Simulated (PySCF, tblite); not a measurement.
# C₄H₆ClGe radical: geometry, infrared bands and EPR parameters

Aim: predict the infrared bands and EPR parameters of C₄H₆ClGe radical (`ClC[C@@H]1C=[C][GeH2]1`).

The runs use tblite 0.8.0 and PySCF 2.14.0, with density-fitted response routines of our own; the level of theory stands in each step. All values are computed, except where a source is named. Atoms are numbered from 0 throughout.

**1. The starting structure**

12 atoms, charge 0, multiplicity 2; geometry from: force field or distance geometry start.

Bonds of the start (Å): Cl0–C1 1.78, C1–C2 1.53, C2–C3 1.47, C3–C4 1.28, C4–Ge5 1.84, Ge5–C2 1.87, C1–H6 1.12, C1–H7 1.09, C2–H8 1.12, C3–H9 1.12, Ge5–H10 1.55, Ge5–H11 1.55.

**2. Relaxing the molecule with GFN2-xTB**

The job: settings as JSON, then the geometry in Å.

```
{"job": {"kind": "relax", "xc": "GFN2-xTB", "basis": "xTB"}, "charge": 0, "multiplicity": 2}
Cl    -1.700700    -1.891600     0.767400
C     -1.383600    -0.429800    -0.190000
C     -0.151100     0.246000     0.425400
C      0.269400     1.484900    -0.237900
C      1.457000     1.183800    -0.616700
Ge     1.490700    -0.545300     0.016800
H     -1.045500    -0.760400    -1.209100
H     -2.211300     0.274300    -0.192000
H     -0.397700     0.464100     1.493400
H     -0.305800     2.442300    -0.349600
H      2.447700    -0.876500     1.196000
H      1.532200    -1.592600    -1.129700
```

The run is started by

```
> OMP_NUM_THREADS=1 python probes_run.py task.json out
```

The driver reads the jobs from task.json and runs them one after another.

**Question.** This job is followed by: GFN2-xTB harmonic vibrations, gas phase; UKS B3LYP, def2-TZVP-core on Ge, pcH-1 on C Cl H, non-relativistic, mean-field spin-orbit, GIAO. Predict these results of the whole session: strongest single infrared mode (GFN2-xTB); zero-point energy (GFN2-xTB); g(iso) (B3LYP); ⟨S²⟩; largest a(iso); potential on the surface of density 0.002 e/bohr³, 1st and 99th percentile.

**Answer**, as computed:

| quantity | value |
| --- | --- |
| strongest single infrared mode (GFN2-xTB) | 1960 cm⁻¹, 512 km/mol |
| zero-point energy (GFN2-xTB) | 48.4 kcal/mol |
| g(iso) (B3LYP) | 2.00635 |
| ⟨S²⟩ | 0.757 (exact 0.75) |
| largest a(iso) | 13C on C4, 313.6 MHz |
| potential on the surface of density 0.002 e/bohr³, 1st and 99th percentile | -0.75 V and 1.16 V |

The optimisation took 58 steps and gained 0.689 eV; among the close pairs (by a distance rule), C2–Ge5 changed most, from 1.868 to 2.035 Å. No mode is imaginary among the 30: a minimum at this level. The strongest single mode, at 1960 cm⁻¹, moves mainly H11 and H10. Unscaled tight-binding wavenumbers are off by several per cent, some by more. Its intensities can rank the bands wrongly. C4 carries the largest spin population, 0.91 e. The isotropic g lies 4.0 ppt above the free-electron value. The hyperfine terms hold no scalar relativity, which the heavier nuclei need. These values are for one conformer; the search (at its own cheap level) found 2 more, at 1.40, 1.40 kcal/mol, and measured spectra average over such forms.
